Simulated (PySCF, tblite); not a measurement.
# C₈H₁₁PSi: geometry, infrared bands and NMR shifts

Aim: predict the infrared bands and NMR shifts of C₈H₁₁PSi (`[SiH3]c1ccc(C2CC2)pc1`).

Computed with tblite 0.8.0 and PySCF 2.14.0, with density-fitted response routines of our own, on a single molecule in the gas phase. Atoms are numbered from 0 throughout.

### Step 1. The starting structure

21 atoms, charge 0, multiplicity 1; geometry from: force field or distance geometry start.

Bonds of the start (Å): Si0–C1 1.87, C1–C2 1.36, C2–C3 1.37, C3–C4 1.36, C4–C5 1.50, C5–C6 1.51, C6–C7 1.52, C4–P8 1.74, P8–C9 1.74, C9–C1 1.36, C7–C5 1.49, Si0–H10 1.47, Si0–H11 1.47, Si0–H12 1.46, C2–H13 1.09, C3–H14 1.11, C5–H15 1.13, C6–H16 1.12, C6–H17 1.09, C7–H18 1.12, C7–H19 1.12, C9–H20 1.08.

### Step 2. Relaxing the molecule with GFN2-xTB

Job settings and geometry (Å):

```
{"job": {"kind": "relax", "xc": "GFN2-xTB", "basis": "xTB"}, "charge": 0, "multiplicity": 1}
Si     3.942400     0.390200    -0.015100
C      2.070900     0.330000     0.022500
C      1.504400    -0.718200     0.683300
C      0.155400    -0.943900     0.821800
C     -0.853600    -0.158200     0.346100
C     -2.290000    -0.517700     0.563600
C     -3.092600    -0.483000    -0.715700
C     -3.351400     0.509000     0.401800
P     -0.314900     1.240800    -0.531800
C      1.420700     1.352600    -0.600800
H      4.431300     1.772600     0.062100
H      4.330700    -0.290600    -1.256900
H      4.426700    -0.377400     1.134500
H      2.171500    -1.458200     1.137200
H     -0.175700    -1.834600     1.387300
H     -2.484700    -1.454100     1.162400
H     -3.856800    -1.277600    -0.900300
H     -2.587300    -0.117900    -1.609200
H     -4.292100     0.311900     0.972800
H     -3.092000     1.577000     0.190300
H      1.928200     2.164200    -1.101700
```

Launch:

```
> OMP_NUM_THREADS=1 python probes_run.py task.json out
```

This one command runs all jobs of the session in turn.

**Question.** This job is followed by: GFN2-xTB harmonic vibrations, gas phase; GIAO PBE0/pcSseg-1 NMR shielding, non-relativistic, gas phase. What will the session give for the following? strongest single infrared mode (GFN2-xTB); zero-point energy (GFN2-xTB); ¹³C shifts against TMS (PBE0/pcSseg-1, means over atoms taken as alike); ¹H shifts against TMS (PBE0/pcSseg-1, means over atoms taken as alike); ²⁹Si shifts against TMS (PBE0/pcSseg-1); ³¹P shifts against H3PO4 (PBE0/pcSseg-1).

**Answer**, as computed:

| quantity | value |
| --- | --- |
| strongest single infrared mode (GFN2-xTB) | 788 cm⁻¹, 546 km/mol |
| zero-point energy (GFN2-xTB) | 98.3 kcal/mol |
| ¹³C shifts against TMS (PBE0/pcSseg-1, means over atoms taken as alike) | 193.3, 172.9, 140.6, 137.5, 136.0, 25.9, 23.4 ppm |
| ¹H shifts against TMS (PBE0/pcSseg-1, means over atoms taken as alike) | 9.36, 7.94, 7.85, 4.57, 1.94, 1.46, 1.04 ppm |
| ²⁹Si shifts against TMS (PBE0/pcSseg-1) | -65.8 ppm |
| ³¹P shifts against H3PO4 (PBE0/pcSseg-1) | 206.6 ppm |

Relaxing lowered the energy by 0.786 eV in 83 steps; the close pair that moved most is C5–H15, from 1.128 to 1.085 Å. All 57 modes are real, so the xTB geometry is a minimum. Unscaled tight-binding wavenumbers are off by several per cent, some by more. Its intensities can rank the bands wrongly. At PBE0/pcSseg-1: The largest span, 677 ppm, is at P8, where the paramagnetic term is -859 ppm. NICS(1)zz of -24 ppm above the planar ring from C1 marks a diatropic (aromatic) ring current.
